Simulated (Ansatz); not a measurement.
# Re: the cost of one run

Program: Ansatz 0.2.0. Level of theory: DFT LDA, scalar-relativistic. These are calculated values, not measurements.

## 1. Starting point

The structure is hexagonal, space group P6_3/mmc (No. 194). Conventional cell: a = 2.603 Å, b = 2.603 Å, c = 4.162 Å, α = 90.00°, β = 90.00°, γ = 120.00°. Re (site symmetry -6m2) has 12 Re at 2.57 to 2.60 Å as nearest neighbours.

Structure file:

```
Re
1.0
     2.60290    0.00000    0.00000
    -1.30145    2.25418    0.00000
     0.00000    0.00000    4.16200
Re
2
Direct
  0.33333 0.66667 0.25000
  0.66667 0.33333 0.75000
```

The geometry is a database entry used as it stands. It may stem from high pressure or temperature, or be incomplete, so it serves as a test cell.

Atoms are numbered in the order of the input: Re1, Re2.

## 2. Volume × 0.94, LAPW

File input.yaml:

```yaml
crystal:
  lattice:
    - [2.5497657329, 0.0, 0.0]
    - [-1.2748828664, 2.2081618983, 0.0]
    - [0.0, 0.0, 4.0770373845]
  atoms:
    - { symbol: Re, position: [0.3333333333, 0.6666666667, 0.25] }
    - { symbol: Re, position: [0.6666666667, 0.3333333333, 0.75] }
kpoints:
  mp_grid: { grid: [14, 14, 8] }
  band_path:
    path:
      - [0.0, 0.0, 0.0]
      - [0.5, 0.0, 0.0]
      - [0.3333333333, 0.3333333333, 0.0]
      - [0.0, 0.0, 0.0]
      - [0.0, 0.0, 0.5]
      - [0.5, 0.0, 0.5]
      - [0.3333333333, 0.3333333333, 0.5]
      - [0.0, 0.0, 0.5]
      - [0.5, 0.0, 0.5]
    npoints: 5
scf:
  occupations: { method: fermi_dirac, width: 0.05 }
hamiltonian:
  xc: lda
  pseudopotentials: { kind: all_electron, lapw: { basis_error: 0.00025 } }
output:
  forces: true
  stress: true
  eigenvalues: true
```

Started as:

```sh
> ansatz run input.yaml --threads 1 --pin off --max-ram 3072MiB --backend cpu --events-out ev --progress --plain --runs-dir out
```

What time and memory should one allow on 1 thread of Intel Xeon Platinum 8488C (Sapphire Rapids), shared host?

About 53 s, with a peak of 0.78 GiB.
